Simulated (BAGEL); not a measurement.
# singlet CH3BFO−: levels of theory compared

We compute a comparison of 6 runs (HF/3-21G, HF/6-31G*, B3LYP/6-31G*, B3LYP/aug-cc-pVDZ, PBE0/aug-cc-pVDZ, RI-MP2/aug-cc-pVDZ) of singlet CH3BFO−. 

Program for the calculation: BAGEL 1.2.2.

2 further runs of the same task are left out: 2 set aside as unsound or not needed.

### Step 1. The molecule

CH3BFO−: 7 atoms, total charge -1, spin state singlet. As SMILES of the parent species, `CB([O])F`. The coordinates come from a PBE0-D4/def2-TZVP relaxation. That shape belongs to the parent species and isn't relaxed for this state.

Bond lengths: C1–B2 1.571 Å, B2–O3 1.337 Å, B2–F4 1.330 Å, C1–H5 1.089 Å, C1–H6 1.094 Å, C1–H7 1.094 Å. Angles: C1–B2–O3 117.1°, C1–B2–F4 122.3°, O3–B2–F4 120.6°, B2–C1–H5 114.0°, B2–C1–H6 108.3°, B2–C1–H7 108.3°, H5–C1–H6 109.0°, H5–C1–H7 109.0°, H6–C1–H7 108.1°.

### Step 2. The energy at HF/3-21G (density fitting with qzvpp-jkfit) (run 1)

job.json reads:

```json
{ "bagel": [

{
  "title": "molecule",
  "basis": "3-21g",
  "df_basis": "qzvpp-jkfit",
  "angstrom": "true",
  "geometry": [
    { "atom": "C", "xyz": [      -0.130900,       0.669700,      -0.104700 ] },
    { "atom": "B", "xyz": [       0.184800,      -0.852800,       0.123000 ] },
    { "atom": "O", "xyz": [       0.717500,      -1.194100,       1.301000 ] },
    { "atom": "F", "xyz": [      -0.059900,      -1.775200,      -0.803000 ] },
    { "atom": "H", "xyz": [       0.119000,       1.305500,       0.742900 ] },
    { "atom": "H", "xyz": [       0.428900,       1.008800,      -0.981400 ] },
    { "atom": "H", "xyz": [      -1.198100,       0.770100,      -0.323300 ] }
  ]
},

{
  "title": "hf",
  "charge": -1
},

{
  "title": "print",
  "file": "orbitals.molden",
  "orbitals": "true"
}

]}
```

Command:

```
$ BAGEL_NUM_THREADS=1 BAGEL job.json > job.out
```

What it wrote:

```text
* using 1 threads per process

  ===============================================================
  ===============================================================

  *** Geometry ***

  { "atom" : "C", "xyz" : [     -0.247365,      1.265550,     -0.197854 ] },
  { "atom" : "B", "xyz" : [      0.349221,     -1.611558,      0.232436 ] },
  { "atom" : "O", "xyz" : [      1.355878,     -2.256522,      2.458534 ] },
  { "atom" : "F", "xyz" : [     -0.113195,     -3.354642,     -1.517450 ] },
  { "atom" : "H", "xyz" : [      0.224877,      2.467037,      1.403878 ] },
  { "atom" : "H", "xyz" : [      0.810504,      1.906356,     -1.854577 ] },
  { "atom" : "H", "xyz" : [     -2.264081,      1.455278,     -0.610948 ] },

  Number of auxiliary basis functions:      358

  Since a DF basis is specified, we compute 2- and 3-index integrals:
    o Being stored without compression. Storage requirement is 0.005 GB

  Number of basis functions:       42
  Number of electrons      :       31

    * METHOD: MOLECULE                             0.07

  *** RHF ***

  === Nuclear Repulsion ===
   103.9779109628

      * DIIS with orbital gradients will be used.

  === RHF iteration (3-21g) ===
      0       -237.13848433          0.04219065           0.01
      1       -237.29634928          0.02892697           0.01
      2       -237.39547436          0.00334027           0.01
      3       -237.39745093          0.00138127           0.01
      4       -237.39782923          0.00031412           0.01
      5       -237.39787346          0.00014236           0.01
      6       -237.39788126          0.00006189           0.01
      7       -237.39788340          0.00001556           0.01
      8       -237.39788346          0.00000792           0.01
      9       -237.39788347          0.00000181           0.01
     10       -237.39788347          0.00000065           0.01
     11       -237.39788347          0.00000020           0.01
     12       -237.39788347          0.00000007           0.01
     13       -237.39788347          0.00000002           0.01
     14       -237.39788347          0.00000001           0.01
     15       -237.39788347          0.00000001           0.01
    * SCF iteration converged.

    * Permanent dipole moment:
           (    0.612800,    -0.860968,     1.189424) a.u.

    * METHOD: HF                                   0.27

    * METHOD: PRINT                                0.00

  ===============================================================
```

Wall time 0.5 s (1 thread of Arm Neoverse V2, shared host); peak memory 0.082 GiB.

### Step 3. A single-point energy at HF/6-31G(d) (density fitting with qzvpp-jkfit, spherical functions) (run 2)

hf.json reads:

```json
{ "bagel" : [

{
  "title" : "molecule",
  "basis" : "6-31gs.json",
  "df_basis" : "qzvpp-jkfit",
  "angstrom" : true,
  "geometry" : [
    { "atom" : "C", "xyz" : [      -0.130900,       0.669700,      -0.104700 ] },
    { "atom" : "B", "xyz" : [       0.184800,      -0.852800,       0.123000 ] },
    { "atom" : "O", "xyz" : [       0.717500,      -1.194100,       1.301000 ] },
    { "atom" : "F", "xyz" : [      -0.059900,      -1.775200,      -0.803000 ] },
    { "atom" : "H", "xyz" : [       0.119000,       1.305500,       0.742900 ] },
    { "atom" : "H", "xyz" : [       0.428900,       1.008800,      -0.981400 ] },
    { "atom" : "H", "xyz" : [      -1.198100,       0.770100,      -0.323300 ] }
  ]
},

{
  "title" : "hf",
  "charge" : -1
},

{
  "title" : "print",
  "file" : "orbitals.molden",
  "orbitals" : true
}

]}
```

The basis set 6-31G* is read from a file made from the Basis Set Exchange's data (not shown).

Command:

```
$ BAGEL_NUM_THREADS=1 BAGEL hf.json > hf.out
```

What it wrote:

```text
* using 1 threads per process

  ===============================================================
  ===============================================================

  *** Geometry ***

  { "atom" : "C", "xyz" : [     -0.247365,      1.265550,     -0.197854 ] },
  { "atom" : "B", "xyz" : [      0.349221,     -1.611558,      0.232436 ] },
  { "atom" : "O", "xyz" : [      1.355878,     -2.256522,      2.458534 ] },
  { "atom" : "F", "xyz" : [     -0.113195,     -3.354642,     -1.517450 ] },
  { "atom" : "H", "xyz" : [      0.224877,      2.467037,      1.403878 ] },
  { "atom" : "H", "xyz" : [      0.810504,      1.906356,     -1.854577 ] },
  { "atom" : "H", "xyz" : [     -2.264081,      1.455278,     -0.610948 ] },

  Number of auxiliary basis functions:      358

  Since a DF basis is specified, we compute 2- and 3-index integrals:
    o Being stored without compression. Storage requirement is 0.011 GB

  Number of basis functions:       62
  Number of electrons      :       31

    * METHOD: MOLECULE                             0.09

  *** RHF ***

  === Nuclear Repulsion ===
   103.9779109628

      * DIIS with orbital gradients will be used.

  === RHF iteration (6-31gs.json) ===
      0       -238.34592264          0.03192823           0.02
      1       -238.55055758          0.02274334           0.02
      2       -238.68610130          0.00282186           0.02
      3       -238.68855462          0.00114717           0.02
      4       -238.68903361          0.00025515           0.02
      5       -238.68906764          0.00010617           0.02
      6       -238.68907574          0.00004752           0.02
      7       -238.68907800          0.00001153           0.02
      8       -238.68907810          0.00000356           0.02
      9       -238.68907811          0.00000176           0.02
     10       -238.68907811          0.00000068           0.02
     11       -238.68907811          0.00000019           0.02
     12       -238.68907811          0.00000008           0.02
     13       -238.68907811          0.00000003           0.02
     14       -238.68907811          0.00000001           0.02
     15       -238.68907811          0.00000000           0.02
    * SCF iteration converged.

    * Permanent dipole moment:
           (    0.653860,    -0.799112,     1.311303) a.u.

    * METHOD: HF                                   0.40

    * METHOD: PRINT                                0.01

  ===============================================================
```

It took 0.66 s on 1 thread of Arm Neoverse V2, shared host; peak memory 0.082 GiB.

Runs 3 to 5 aren't shown in full; the table further down has their settings and results.

### Step 4. A single-point energy at RI-MP2/aug-cc-pVDZ (density fitting with qzvpp-jkfit) (run 6)

input.json reads:

```json
{ "bagel" : [

{
  "title" : "molecule",
  "basis" : "aug-cc-pvdz.json",
  "df_basis" : "qzvpp-jkfit",
  "angstrom" : "true",
  "geometry" : [
    { "atom" : "C", "xyz" : [   -0.130900,    0.669700,   -0.104700 ] },
    { "atom" : "B", "xyz" : [    0.184800,   -0.852800,    0.123000 ] },
    { "atom" : "O", "xyz" : [    0.717500,   -1.194100,    1.301000 ] },
    { "atom" : "F", "xyz" : [   -0.059900,   -1.775200,   -0.803000 ] },
    { "atom" : "H", "xyz" : [    0.119000,    1.305500,    0.742900 ] },
    { "atom" : "H", "xyz" : [    0.428900,    1.008800,   -0.981400 ] },
    { "atom" : "H", "xyz" : [   -1.198100,    0.770100,   -0.323300 ] }
  ]
},
{ "title" : "hf", "charge" : -1 },
{ "title" : "mp2", "charge" : -1, "ncore" : 4 }

]}
```

The basis set aug-cc-pVDZ is read from a file made from the Basis Set Exchange's data (not shown).

Command:

```
$ BAGEL_NUM_THREADS=1 BAGEL input.json > input.out
```

What it wrote:

```text
* using 1 threads per process

  ===============================================================
  ===============================================================

  *** Geometry ***

  { "atom" : "C", "xyz" : [     -0.247365,      1.265550,     -0.197854 ] },
  { "atom" : "B", "xyz" : [      0.349221,     -1.611558,      0.232436 ] },
  { "atom" : "O", "xyz" : [      1.355878,     -2.256522,      2.458534 ] },
  { "atom" : "F", "xyz" : [     -0.113195,     -3.354642,     -1.517450 ] },
  { "atom" : "H", "xyz" : [      0.224877,      2.467037,      1.403878 ] },
  { "atom" : "H", "xyz" : [      0.810504,      1.906356,     -1.854577 ] },
  { "atom" : "H", "xyz" : [     -2.264081,      1.455278,     -0.610948 ] },

  Number of auxiliary basis functions:      358

  Since a DF basis is specified, we compute 2- and 3-index integrals:
    o Being stored without compression. Storage requirement is 0.041 GB

  Number of basis functions:      119
  Number of electrons      :       31

    * METHOD: MOLECULE                             0.14

  *** RHF ***

  === Nuclear Repulsion ===
   103.9779109628

      * DIIS with orbital gradients will be used.

  === RHF iteration (aug-cc-pvdz.json) ===
      0       -238.17873481          0.02459532           0.05
      1       -237.28144171          0.03873465           0.05
      2       -238.66881846          0.00926323           0.05
[... 14 lines of this table left out ...]
     17       -238.73948139          0.00000001           0.05
    * SCF iteration converged.

    * Permanent dipole moment:
           (    0.709590,    -0.871930,     1.420892) a.u.

    * METHOD: HF                                   0.96

  *** RHF ***

  === Nuclear Repulsion ===
   103.9779109628

      * DIIS with orbital gradients will be used.

  === RHF iteration (aug-cc-pvdz.json) ===
      0       -238.73948139          0.00000000           0.04
    * SCF iteration converged.

    * Permanent dipole moment:
           (    0.709590,    -0.871930,     1.420893) a.u.

  === DF-MP2 calculation ===

    * freezing 4 orbitals
    * 3-index integral transformation done
    * assembly done

      MP2 correlation energy:   -0.6559413460      0.05

      MP2 total energy:       -239.3954227382

    * METHOD: MP2                                  0.15

  ===============================================================
```

Wall time 1.4 s (1 thread of Arm Neoverse V2, shared host); peak memory 0.12 GiB.

### Step 5. The series

```
run                                                                 level  frozen core orbitals  energy (Eh)  HOMO energy (eV)  LUMO energy (eV)  HOMO–LUMO gap (eV)  wall time
  1                           HF/3-21G (density fitting with qzvpp-jkfit)                     –  -237.397883             -3.01             12.71               15.72      0.5 s
  2     HF/6-31G* (density fitting with qzvpp-jkfit, spherical functions)                     –  -238.689078             -3.32             11.69               15.01     0.66 s
  3  B3LYP/6-31G* (density fitting with qzvpp-jkfit, spherical functions)                     –  -239.936454              1.30              8.04                6.73      5.4 s
  4                  B3LYP/aug-cc-pVDZ (density fitting with qzvpp-jkfit)                     –  -240.005069             -0.14              2.98                3.12      8.7 s
  5                   PBE0/aug-cc-pVDZ (density fitting with qzvpp-jkfit)                     –  -239.735030             -0.34              3.16                3.50      8.1 s
  6                 RI-MP2/aug-cc-pVDZ (density fitting with qzvpp-jkfit)                     4  -239.395423                 –                 –                   –      1.4 s
```

### Step 6. Outcome

```
                                          quantity          value
                               run 6: total energy  -239.39542 Eh
run 6: correlation energy (4 core orbitals frozen)     -655.9 mEh
```

In words: Over runs 1, 2, 3, 4, 5 the HOMO–LUMO gap runs from 3.12 eV (B3LYP/aug-cc-pVDZ) to 15.72 eV (HF/3-21G). The two ends differ in method and basis. The empty levels of an anion lie above zero and hang on the basis. Totals of different functionals can't be ranked against each other. In run 3 the HOMO lies above zero, so the outermost electron may be held by the basis alone. All runs together took 25 s, the longest 8.7 s.
